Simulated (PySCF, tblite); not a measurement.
# C₂H₇FNSi radical: geometry, infrared bands and EPR parameters

Aim: predict the infrared bands and EPR parameters of C₂H₇FNSi radical (`[CH2]C[Si@H](N)F`).

Computed with tblite 0.8.0 and PySCF 2.14.0, with density-fitted response routines of our own, on a single molecule in the gas phase. Atoms count from 0, in the outputs and in this text.

## (1) The molecule as given

12 atoms, charge 0, multiplicity 2; geometry from: force field or distance geometry start.

Bonds of the start (Å): C0–C1 1.50, C1–Si2 1.84, Si2–N3 1.78, Si2–F4 1.70, C0–H5 1.09, C0–H6 1.10, C1–H7 1.10, C1–H8 1.14, Si2–H9 1.48, N3–H10 1.03, N3–H11 1.02.

## (2) Optimising the geometry with GFN2-xTB

The job: settings as JSON, then the geometry in Å.

```
{"job": {"kind": "relax", "xc": "GFN2-xTB", "basis": "xTB"}, "charge": 0, "multiplicity": 2}
C      1.524800     0.807800    -0.121600
C      0.955800    -0.576200    -0.160100
Si    -0.848800    -0.689400     0.157600
N     -1.785600     0.724200    -0.383900
F     -1.183300    -0.997400     1.790700
H      2.602400     0.809300     0.044300
H      0.996600     1.502800     0.555200
H      1.220900    -1.042100    -1.123800
H      1.467500    -1.205400     0.635100
H     -1.365100    -1.856800    -0.585800
H     -2.154000     1.319800     0.372800
H     -1.430000     1.202800    -1.206300
```

Command:

```
$ OMP_NUM_THREADS=1 python probes_run.py task.json out
```

One launch serves the whole session: the jobs run in the order shown.

**Question.** This job is followed by: GFN2-xTB harmonic vibrations, gas phase; UKS B3LYP, pcH-1 on C F H N Si, non-relativistic, mean-field spin-orbit, GIAO. What will the session give for the following? strongest single infrared mode (GFN2-xTB); zero-point energy (GFN2-xTB); g(iso) (B3LYP); ⟨S²⟩; largest a(iso) (averaged by class); surface potential, 1st and 99th percentile.

**Answer**, as computed:

| quantity | value |
| --- | --- |
| strongest single infrared mode (GFN2-xTB) | 2264 cm⁻¹, 320 km/mol |
| zero-point energy (GFN2-xTB) | 54.3 kcal/mol |
| g(iso) (B3LYP) | 2.00270 |
| ⟨S²⟩ | 0.754 (exact 0.75) |
| largest a(iso) (averaged by class) | 29Si on Si2, -144.5 MHz |
| surface potential, 1st and 99th percentile | -1.27 V and 1.80 V |

**Reading.** The optimisation took 143 steps and gained 0.723 eV; among the close pairs (by a distance rule), C1–Si2 changed most, from 1.836 to 1.928 Å. All 30 modes are real, so the xTB geometry is a minimum. The strongest single mode, at 2264 cm⁻¹, moves mainly H9. Unscaled tight-binding wavenumbers are off by several per cent, some by more. Its intensities can rank the bands wrongly. C0 carries the largest spin population, 1.03 e. The isotropic g lies 0.4 ppt above the free-electron value.
